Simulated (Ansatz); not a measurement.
# CHGeN (singlet): geometry optimisation

Where does this start of CHGeN (singlet) end when it is relaxed?

The runs use Ansatz 0.2.0, Gaussian basis; RKS PBE0/def2-TZVP.

### Step 1. Where the work starts

4 atoms, charge 0, spin multiplicity 1.

Atoms are counted from 1 here; the program's logs count them from 0.

Bond lengths: C1–N2 1.176 Å, N2–Ge3 1.843 Å, Ge3–H4 1.635 Å. Angles: C1–N2–Ge3 172.0°, N2–Ge3–H4 89.6°.

As a file:

```csv
atom,x (Å),y (Å),z (Å)
C1,-2.3032,-0.6420,-0.0032
N2,-1.1965,-0.2450,-0.0013
Ge3,0.6079,0.1294,0.0007
H4,0.2639,1.7278,0.0075
```

The start was built by rule and, where that kept it together, relaxed with GFN2-xTB. Sticks and bond lists go by distance. No spin-orbit coupling is included. 

### Step 2. The run

Input file in.yaml:

```yaml
crystal:
  periodic: [false, false, false]
  atoms:
    - {symbol: C, position_ang: [-2.303179, -0.641961, -0.003217]}
    - {symbol: N, position_ang: [-1.196486, -0.245011, -0.001288]}
    - {symbol: Ge, position_ang: [0.607869, 0.129414, 0.000676]}
    - {symbol: H, position_ang: [0.263921, 1.727809, 0.007545]}
basis:
  gaussian: {orbitals: def2-TZVP}
hamiltonian: {xc: pbe0}
relax: {f_tol: 0.004, max_steps: 80}
```

Started as:

```sh
ansatz run in.yaml --threads 1 --pin off --events-out ev --progress --plain --max-ram 2176MiB
```

Q: Predict the outcome of this session. Wanted: energy gained; shift from the start; total energy; dipole moment.

As calculated:

| quantity | value |
| --- | --- |
| steps | 8 |
| energy gained | 0.028 eV |
| shift from the start (rms) | 0.047 Å |
| total energy | -59050.1740 eV |
| dipole moment | 3.59 D |

**Reading.** The bonds of the start are those of the end. Ge3–H4 went from 1.635 to 1.594 Å. No vibrations were run, so this is a stationary point, not a proven minimum, and this spin need not be the ground state's.
